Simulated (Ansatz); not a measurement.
# BBrFH3: the cost of one run

All numbers below are computed with Ansatz 0.2.0 (RKS PBE0-D4/def2-SVP).

### 1 Starting point

Bond lengths: B1–F3 1.320 Å, B1–H4 1.190 Å, B1–Br5 2.340 Å, Br5–H6 1.661 Å. Angles: F3–B1–H4 120.0°, F3–B1–Br5 96.8°, H4–B1–Br5 101.3°, B1–Br5–H6 53.8°.

As a file:

```xyz
6

B     0.0000    0.0000    0.0000
H     0.0000    0.0000    1.5400
F     1.1431    0.0000   -0.6600
H    -1.0305    0.0000   -0.5950
Br    0.1049    2.2181    0.7379
H     0.0410    0.8666    1.7013
```

### 2 A restrained relaxation towards end A

Springs on the bonds that form and break draw the guess towards this end; the thresholds are loose.

The input, input.yaml:

```yaml
crystal:
  periodic: [false, false, false]
  atoms:
    - { symbol: B, position_ang: [0.0, 0.0, 0.0] }
    - { symbol: H, position_ang: [0.0, 0.0, 1.54] }
    - { symbol: F, position_ang: [1.1431, 0.0, -0.66] }
    - { symbol: H, position_ang: [-1.0305, 0.0, -0.595] }
    - { symbol: Br, position_ang: [0.1049, 2.2181, 0.7379] }
    - { symbol: H, position_ang: [0.041, 0.8666, 1.7013] }
basis:
  gaussian: { orbitals: def2-SVP }
hamiltonian:
  xc: pbe0
  dispersion: d4
relax:
  f_tol: 0.15
  max_steps: 25
  restrain:
    - { distance: [0, 4], at: 3.24, k: 30.0 }
    - { distance: [5, 1], at: 1.86, k: 30.0 }
    - { distance: [0, 1], at: 1.19, k: 30.0 }
    - { distance: [5, 4], at: 1.55, k: 30.0 }
```

On the command line:

```
ansatz run input.yaml --threads 1 --pin off --max-ram 2048MiB --backend cpu --events-out ev --progress --plain --runs-dir out
```

**Question.** How long does this run take on 1 thread of Arm Neoverse V1, shared host, and how much memory does it need?

About 26 s, with a peak of 0.14 GiB.
